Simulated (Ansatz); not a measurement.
# Co3W: single point with PBEsol

The system is Co3W.

```xyz
4
Lattice="3.5669 0.0000 0.0000 0.0000 3.5669 0.0000 0.0000 0.0000 3.5669" Properties=species:S:1:pos:R:3 pbc="T T T"
W     0.0094   -0.0009    0.0145
Co   -0.0780    1.7526    1.8054
Co    1.7665   -0.0157    1.7780
Co    1.7610    1.7954    0.0132
```

The cell comes from a database or a generator and needn't be the stable form of this composition.

The cell isn't the ideal one: atoms moved at random, drawn with an rms of 0.05 Å.

- Program: Ansatz 0.2.0
- Task: single point
- Functional: PBEsol
- Potentials or basis: all-electron LAPW, scalar-relativistic
- Cutoff: 336 eV (chosen from the basis error)
- Basis error allowed: 0.001 eV/atom
- k mesh: 8 × 8 × 8
- Occupations: fermi-dirac, width 0.05 eV
- Spin: collinear spin, ferromagnetic start
- Starting moments: [0.0, 2.0, 2.0, 2.0] μB

```
Pressure               : -3.8 GPa
Largest force          : 0.628 eV/Å
Band gap on the k mesh : none (metal or under the smearing width)
Net moment             : 0.59 μB per cell
Absolute moment        : 0.90 μB per cell
Site moments           : W -0.09; Co +0.24, +0.25 μB
```

Forces on the atoms (eV/Å):
```
W   -0.313 -0.081 -0.045
Co   0.574  0.232 -0.102
Co  -0.159  0.067  0.185
Co  -0.102 -0.218 -0.038
```

Stress tensor (GPa, compression positive):
```
-3.63  0.11 -0.01
 0.11 -3.85  0.07
-0.01  0.07 -3.91
```

Levels at points of the mesh, in eV from the Fermi level:
Spin up:
```
              k point  band 44  band 45  band 46  band 47  band 48  band 49  band 50  band 51  band 52  band 53
   (0.00, 0.00, 0.00)    -0.14     0.16     0.16     0.16     1.75     1.84     2.66     2.68     2.78     3.26
  (0.00, 0.00, -0.50)    -1.20    -1.15    -1.10    -0.43    -0.12    -0.03     0.22     1.00     1.22     3.11
  (0.00, -0.50, 0.00)    -1.19    -1.17    -1.08    -0.43    -0.12    -0.03     0.21     1.00     1.22     3.11
 (0.00, -0.50, -0.50)    -1.54    -1.29    -1.29    -1.09    -0.87     0.54     0.54     1.06     1.62     1.63
  (-0.50, 0.00, 0.00)    -1.20    -1.19    -1.14    -0.39    -0.12    -0.10     0.18     0.99     1.21     3.09
 (-0.50, 0.00, -0.50)    -1.52    -1.30    -1.27    -1.08    -0.91     0.57     0.59     1.06     1.62     1.62
 (-0.50, -0.50, 0.00)    -1.52    -1.30    -1.27    -1.08    -0.90     0.57     0.60     1.05     1.62     1.63
(-0.50, -0.50, -0.50)    -0.63    -0.10    -0.09    -0.07     0.14     0.15     0.16     1.48     1.50     1.51
```
Spin down:
```tsv
k point	band 45	band 46	band 47	band 48	band 49	band 50
(0.00, 0.00, 0.00)	0.53	0.53	0.54	1.86	1.96	2.66
(0.00, 0.00, -0.50)	-0.92	-0.88	-0.24	0.05	0.13	0.57
(0.00, -0.50, 0.00)	-0.93	-0.86	-0.24	0.05	0.13	0.56
(0.00, -0.50, -0.50)	-1.12	-1.11	-0.91	-0.52	0.68	0.68
(-0.50, 0.00, 0.00)	-0.94	-0.92	-0.19	0.04	0.05	0.55
(-0.50, 0.00, -0.50)	-1.12	-1.10	-0.90	-0.56	0.72	0.74
(-0.50, -0.50, 0.00)	-1.12	-1.09	-0.90	-0.56	0.72	0.74
(-0.50, -0.50, -0.50)	0.07	0.08	0.11	0.27	0.29	0.30
```

Run time: 7.6 min on 4 threads of Arm Neoverse V2, on a shared host, peak memory 3.4 GiB.

Caveat: the starting moments weren't kept. The run has no spin-orbit coupling, so splittings on W are missing.
